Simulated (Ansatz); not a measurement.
# Cu(PH3)(NH2) (CuH₅NP): inputs that go wrong

Aim: try 3 inputs for Cu(PH3)(NH2) (CuH₅NP) as typed, read how each ends, and find what has to change.

Program: Ansatz 0.2.0, Gaussian basis. Level of theory: the settings change from run to run. These are calculated values, not measurements.

### Step 1. The geometry

The geometry comes from an earlier relaxation with PBE-D4 in a triple-zeta def2 set; it is a stationary point, not always the lowest conformer.

8 atoms, charge 0, spin multiplicity 1.

Atoms are counted from 1 here; the program's logs count them from 0.

Bond lengths: Cu1–P2 2.139 Å, Cu1–N6 1.826 Å, P2–H3 1.423 Å, P2–H4 1.427 Å, P2–H5 1.423 Å, N6–H7 1.023 Å, N6–H8 1.023 Å. Angles: P2–Cu1–N6 176.7°, Cu1–P2–H3 118.4°, Cu1–P2–H4 123.4°, Cu1–P2–H5 118.7°, H3–P2–H4 96.9°, H3–P2–H5 97.1°, H4–P2–H5 96.8°, Cu1–N6–H7 114.8°, Cu1–N6–H8 114.9°, H7–N6–H8 106.1°.

### Step 2. Try 1

Input file in.yaml:

```yaml
crystal:
  periodic: [false, false, false]
  atoms:
    - {symbol: Cu, position_ang: [0.006921, 0.096748, -0.537763]}
    - {symbol: P, position_ang: [0.001095, 0.020777, 1.600321]}
    - {symbol: H, position_ang: [-1.119633, -0.564529, 2.252903]}
    - {symbol: H, position_ang: [0.094939, 1.179042, 2.428720]}
    - {symbol: H, position_ang: [1.006174, -0.740623, 2.259726]}
    - {symbol: N, position_ang: [0.009020, 0.267909, -2.355388]}
    - {symbol: H, position_ang: [0.817739, -0.146350, -2.824545]}
    - {symbol: H, position_ang: [-0.816265, -0.112983, -2.823974]}
basis:
  gaussian: {orbitals: def2-mTZVPP, fitting: {mean_field: cc-pVTZ-jkfit}, nuclear_model: gaussian}
hamiltonian: {xc: {name: revPBE0}, dispersion: d4}
output: {forces: true}
```

On the command line:

```console
$ ansatz run in.yaml --threads 4 --pin off --events-out ev --progress --plain --max-ram 3916MiB
```

The program printed:

```text
Functional definition: revPBE0
  name "revPBE0"
  cite "Zhang & Yang, Phys. Rev. Lett. 80, 890 (1998) doi:10.1103/PhysRevLett.80.890"
  cite "Adamo & Barone, J. Chem. Phys. 110, 6158 (1999) doi:10.1063/1.478522"
  cite "Perdew, Burke & Ernzerhof, Phys. Rev. Lett. 77, 3865 (1996) doi:10.1103/PhysRevLett.77.3865"
  parameter a = 0.25
  parameter kappa = 1.245
  parameter beta = 0.06672455060314922
  exchange = (1 - a)*pbe_x(kappa = kappa, mu = beta*pi^2/3) + a*exact_x
  correlation = pbe_c(beta = beta)
Error: <dir> the basis set cc-pVTZ-JKFIT has no functions for Cu
```

Run time: 0.1 s. Hardware: 4 threads of Arm Neoverse N1, shared host.

Diagnosis: Refused before any calculation. The fitting set named has no entry for an element of this molecule. Cure: leave the fitting key out, or name a set that covers all elements and suits the basis.

### Step 3. Try 2

Input file in.yaml:

```yaml
crystal:
  periodic: [false, false, false]
  atoms:
    - {symbol: Cu, position_ang: [0.007751, 0.108357, -0.602295]}
    - {symbol: P, position_ang: [0.001226, 0.023270, 1.792360]}
    - {symbol: H, position_ang: [-1.253989, -0.632273, 2.523251]}
    - {symbol: H, position_ang: [0.106332, 1.320527, 2.720166]}
    - {symbol: H, position_ang: [1.126915, -0.829498, 2.530893]}
    - {symbol: N, position_ang: [0.010102, 0.300058, -2.638035]}
    - {symbol: H, position_ang: [0.915868, -0.163912, -3.163490]}
    - {symbol: H, position_ang: [-0.914217, -0.126541, -3.162851]}
basis:
  gaussian: {orbitals: def2-mTZVPP, final_grid: {core_spheres: 5, valence_spheres: 4, degree: 11}}
hamiltonian: {xc: {name: wB97X-D}, dispersion: d4}
scf: {omitted_lower_state_checks: [starts]}
```

Launched as before.

The program printed:

```text
Error: YAML parse error: error: line 14 column 19: hamiltonian.xc: no functional is named "wB97X-D"; the names, which are not case-sensitive, are SVWN5, SPW92, PBE, PBE0, PBEsol, revPBE, revPBE0, RPBE, rPW86-PBE, HSE06, wPBEh, LC-wPBE, HISS, HF, BLYP, B3LYP, B3LYP5, BHLYP, CAM-B3LYP, r2SCAN, r2SCANh, r2SCAN0, r2SCAN50, m-r2SCAN, B97, wB97, wB97X, wB97X-V, B97M-V, wB97M-V, B2PLYP, B2GP-PLYP, PBE0-DH, PBE-QIDH
  --> <input>:14:19
   |
12 | basis:
13 |   gaussian: {orbitals: def2-mTZVPP, final_grid: {core_spheres: 5, valence_spheres: …
14 | hamiltonian: {xc: {name: wB97X-D}, dispersion: d4}
   |                   ^ hamiltonian.xc: no functional is named "wB97X-D"; the names, which are not case-sensitive, are SVWN5, SPW92, PBE, PBE0, PBEsol, revPBE, revPBE0, RPBE, rPW86-PBE, HSE06, wPBEh, LC-wPBE, HISS, HF, BLYP, B3LYP, B3LYP5, BHLYP, CAM-B3LYP, r2SCAN, r2SCANh, r2SCAN0, r2SCAN50, m-r2SCAN, B97, wB97, wB97X, wB97X-V, B97M-V, wB97M-V, B2PLYP, B2GP-PLYP, PBE0-DH, PBE-QIDH
15 | scf: {omitted_lower_state_checks: [starts]}
   |
```

Wall time 0.05 s (4 threads of Arm Neoverse N1, shared host).

What is wrong: Refused before any calculation. The method's name isn't one that the program takes here. Its coordinates are also moved off the relaxed structure. To mend it, name a functional that the program knows.

### Step 4. Try 3

Input file in.yaml:

```yaml
crystal:
  periodic: [false, false, false]
  atoms:
    - {symbol: Cu, position_ang: [0.006921, 0.096748, -0.537763]}
    - {symbol: P, position_ang: [0.001095, 0.020777, 1.600321]}
    - {symbol: H, position_ang: [-1.119633, -0.564529, 2.252903]}
    - {symbol: H, position_ang: [0.094939, 1.179042, 2.428720]}
    - {symbol: H, position_ang: [1.006174, -0.740623, 2.259726]}
    - {symbol: N, position_ang: [0.009020, 0.267909, -2.355388]}
    - {symbol: H, position_ang: [0.817739, -0.146350, -2.824545]}
    - {symbol: H, position_ang: [-0.816265, -0.112983, -2.823974]}
basis:
  gaussian: {orbitals: def2-SVPD}
hamiltonian: {xc: {name: HF}}
correlation: {active_space: {window: {electrons: 3, orbitals: 2}}}
scf: {lower_state_search: off}
output: {forces: true}
```

Launched as before.

The program printed:

```text
Functional definition: HF
  name "HF"
  cite "Fock, Z. Phys. 61, 126 (1930) doi:10.1007/BF01340294"
  parent pbe
  exchange = exact_x
  correlation = 0
these checks for a lower state are left out or cut short: stability, starts, cluster_reference, orbital_swaps, neighbouring_geometries, increment
1171 factors; integrals over basis functions are off by at most 1.0e-3 eV
mean field evaluation 1: about -55411.7723 eV, gradient 6.1e1 eV
mean field evaluation 2: about -55412.0118 eV, gradient 6.1e1 eV
mean field evaluation 4: about -55419.5296 eV, gradient 9.9e0 eV
mean field evaluation 8: about -55419.7905 eV, gradient 7.7e-1 eV
mean field -55419.79473039 eV, -2036.6398914559 hartree, gradient 7.7e-6 eV, S^2 0.000000; 0 other end points of the search recorded, 0 dependent functions left out
reference -55419.79473039 eV, -2036.6398914559 hartree; 28, 28 occupied and 90, 90 virtual orbitals, 1171 factors
Error: 3 electrons in 2 orbitals form no window around the highest filled level of the reference
```

Run time: 0.85 s. Hardware: 4 threads of Arm Neoverse N1, shared host.

What is wrong: The run stopped with an error. The active space doesn't fit the electrons. Fix: choose a window whose electrons and orbitals fit the reference.

### Step 5. How the tries ended

```csv
try,level,ended,cause,time
1,revPBE0/def2-mTZVPP,refused,the fitting set named has no entry for an element of this molecule,0.1 s
2,wB97X-D/def2-mTZVPP,refused,the method's name isn't one that the program takes here,0.05 s
3,HF/def2-SVPD,stopped by an error,the active space doesn't fit the electrons,0.85 s
```

**Reading.** 2 refused, 1 stopped by an error. A refusal costs next to no computing time.
